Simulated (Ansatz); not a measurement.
# ZrC (P6_3/mmc): relaxations under a series of pressures

How does ZrC (P6_3/mmc) give way under pressure? The task is relaxations under a series of pressures, for ZrC (P6_3/mmc).

Program: Ansatz 0.2.0 through its Python package. Level of theory: DFT r2SCAN, plane waves, PAW. These are calculated values, not measurements.

### 1 Starting point

It takes space group P6_3/mmc (No. 194, hexagonal). The conventional cell has a = 3.391 Å, b = 3.391 Å, c = 5.290 Å, α = 90.00°, β = 90.00°, γ = 120.00°. Zr (site symmetry -6m2) has 6 C at 2.36 Å in its first shell of neighbours. C (site symmetry -3m) is surrounded by 6 Zr at 2.36 Å.

No structure file is read: the coordinates are typed or built in the script.

### 2 The script

run_compress.py

```python
import ansatz as az
import numpy as np

def edges_and_angles(cell):
    cell = np.asarray(cell)
    a, b, c = np.linalg.norm(cell, axis=1)
    cosines = cell[1] @ cell[2] / (b * c), cell[0] @ cell[2] / (a * c), cell[0] @ cell[1] / (a * b)
    return (a, b, c, *np.degrees(np.arccos(cosines)))

lattice = az.Lattice.of(
    (3.391476, 0.0, 0.0),
    (-1.695738, 2.937105, 0.0),
    (0.0, 0.0, 5.290053),
)
sites = [
    ("Zr", (1 / 3, 2 / 3, 0.25)),
    ("Zr", (2 / 3, 1 / 3, 0.75)),
    ("C", (0.0, 0.0, 0.0)),
    ("C", (0.0, 0.0, 0.5)),
]
system = az.Crystal(lattice=lattice)
for symbol, position in sites:
    system = system.atom(symbol, position)

base = (
    system.calculation()
    .kpoints(spacing=0.29)
    .functional("r2scan")
    .occupations("Gaussian", width=0.05)
)

rows = []
for pressure in [0, 2, 4, 6, 8]:
    outcome = base.relax(cell=True, pressure=pressure, force_tolerance=0.005).run(threads=1)
    cell = outcome.lattice.cell_ang
    n_atoms = len(outcome.lattice.sites)
    volume = abs(np.linalg.det(cell)) / n_atoms
    enthalpy = outcome.report["free_energy_ev"] / n_atoms + pressure * volume / 160.21766
    rows.append((pressure, volume, enthalpy, *edges_and_angles(cell)))
    print(f"{pressure} GPa done: {volume:.4f} A^3/atom")

print(" P (GPa)  V (A^3/atom)  H (eV/atom)     a       b       c")
for row in rows:
    print("{:8.1f} {:12.4f} {:14.5f} {:7.4f} {:7.4f} {:7.4f}".format(*row[:6]))
p, v = np.array([row[0] for row in rows], float), np.array([row[1] for row in rows])
print("mean bulk modulus between rows (GPa):", np.round(-np.diff(p) / np.diff(np.log(v)), 1))
```

### 3 Launch

Started as:

```bash
python run_compress.py
```

The log of the run:

```text
DeckWarning: basis.ecutwfc = 500 eV, auto-derived from the records' recommended cutoffs: set by Zr (their level for a meta-GGA)
0 GPa done: 13.0461 A^3/atom
2 GPa done: 12.9330 A^3/atom
4 GPa done: 12.8252 A^3/atom
6 GPa done: 12.7218 A^3/atom
8 GPa done: 12.6213 A^3/atom
 P (GPa)  V (A^3/atom)  H (eV/atom)     a       b       c
     0.0      13.0461    -2224.15170  3.3534  3.3534  5.3584
     2.0      12.9330    -2223.98956  3.3438  3.3438  5.3426
     4.0      12.8252    -2223.82881  3.3347  3.3347  5.3271
     6.0      12.7218    -2223.66938  3.3258  3.3258  5.3125
     8.0      12.6213    -2223.51121  3.3170  3.3170  5.2984
mean bulk modulus between rows (GPa): [229.8 238.9 247.  252.3]
```

(Warnings from the package without file and line.)

Run time: 2.3 min. Hardware: 1 thread of Arm Neoverse V1, shared host; peak memory 0.55 GiB.

### 4 What each run gave

One row for each of the 5 runs:

```
run  pressure asked (GPa)  energy from run 1 (meV/atom)  final volume (Å³/atom)  pressure (GPa)  SCF cycles in all  CPU time (s)
  1                     0                          0.00                   13.05           -0.02                 38            27
  2                     2                          0.69                   12.93            1.99                 40            27
  3                     4                          2.69                   12.83            3.98                 39            27
  4                     6                          5.90                   12.72            5.98                 40            28
  5                     8                         10.28                   12.62            7.99                 39            28
```

Energies are free energies F = E - TS of the smeared occupations. 

### 5 How the relaxation of run 1 went

Step by step:

| step | energy from step 1 (eV/cell) | largest force component (eV/Å) | pressure (GPa) | volume (Å³) |
| --- | --- | --- | --- | --- |
| 1 | 0.0000 | 0.0000 | -2.25 | 52.69 |
| 2 | 0.0145 | 0.0000 | 2.60 | 51.62 |
| 3 | -0.0189 | 0.0000 | -0.17 | 52.22 |
| 4 | -0.0190 | 0.0000 | 0.01 | 52.18 |
| 5 | -0.0190 | 0.0000 | -0.02 | 52.18 |
| 6 | -0.0188 | 0.0000 | -0.02 | 52.18 |

Step 1 is the start. Step 6 repeats the geometry before it on a plane-wave basis chosen anew for that cell, so its energy need not be comparable with the rows above. Step 2 was tried and not accepted.

«Before» is this run's own start.

|  | before | after | change |
| --- | --- | --- | --- |
| a (Å) | 3.391 | 3.353 | -1.1 % |
| b (Å) | 3.391 | 3.353 | -1.1 % |
| c (Å) | 5.290 | 5.358 | +1.3 % |
| volume (Å³/atom) | 13.17 | 13.05 | -1.0 % |
| shortest distance (Å) | 2.363 | 2.354 | -0.4 % |
| space group (0.01 Å) | P6_3/mmc | P6_3/mmc | same |

The run keeps the 24 symmetry operations of the start, so it could not have lowered the symmetry.

### 6 How the relaxation of run 5 went

Step by step:

```
step  E - E(step 1) (eV/cell)  largest force component (eV/Å)  pressure (GPa)  volume (Å³)
   1                   0.0000                          0.0000           -2.25        52.69
   2                   0.2826                          0.0000           22.43        47.99
   3                   0.0166                          0.0000            7.34        50.61
   4                   0.0221                          0.0000            7.99        50.49
   5                   0.0212                          0.0000            7.99        50.49
   6                   0.0223                          0.0000            7.99        50.49
```

Step 1 is the start. Step 6 repeats the geometry before it on a plane-wave basis chosen anew for that cell, so its energy need not be comparable with the rows above. Step 2 was tried and not accepted.

«Before» is this run's own start.

|  | before | after | change |
| --- | --- | --- | --- |
| a (Å) | 3.391 | 3.317 | -2.2 % |
| b (Å) | 3.391 | 3.317 | -2.2 % |
| c (Å) | 5.290 | 5.298 | +0.2 % |
| volume (Å³/atom) | 13.17 | 12.62 | -4.2 % |
| shortest distance (Å) | 2.363 | 2.329 | -1.5 % |
| space group (0.01 Å) | P6_3/mmc | P6_3/mmc | same |

The run keeps the 24 symmetry operations of the start, so it could not have lowered the symmetry.

Under a set pressure the enthalpy E + pV is minimised, so E itself may rise.

### 7 Summary of results

| quantity | value |
| --- | --- |
| bulk modulus between neighbouring pressures | 229.8 to 252.3 GPa |
| runs compared | 5 |
| range of energy | 10.28 meV/atom |

The crystal stiffens as it is compressed. The volume falls from 13.05 Å³ an atom at 0 GPa to 12.62 at 8 GPa, by 3.3 %. Between 0 and 2 GPa, -V dP/dV is about 230 GPa, a mean over that step. In run 1, the volume shrank by 1.0 % over 3 moves, and the space group stayed P6_3/mmc. In run 5, the volume shrank by 4.2 % over 3 moves under the 8 GPa asked, and the space group stayed P6_3/mmc. Notes:
- The run is spin-unpolarised.
- At a fixed pressure a relaxation lowers the enthalpy F + PV, while F alone can rise.
- This cell is a computed structure, which may not be the phase found in nature.
- Symmetry holds the cell in this phase, so another phase that may be stable under pressure is not reached.
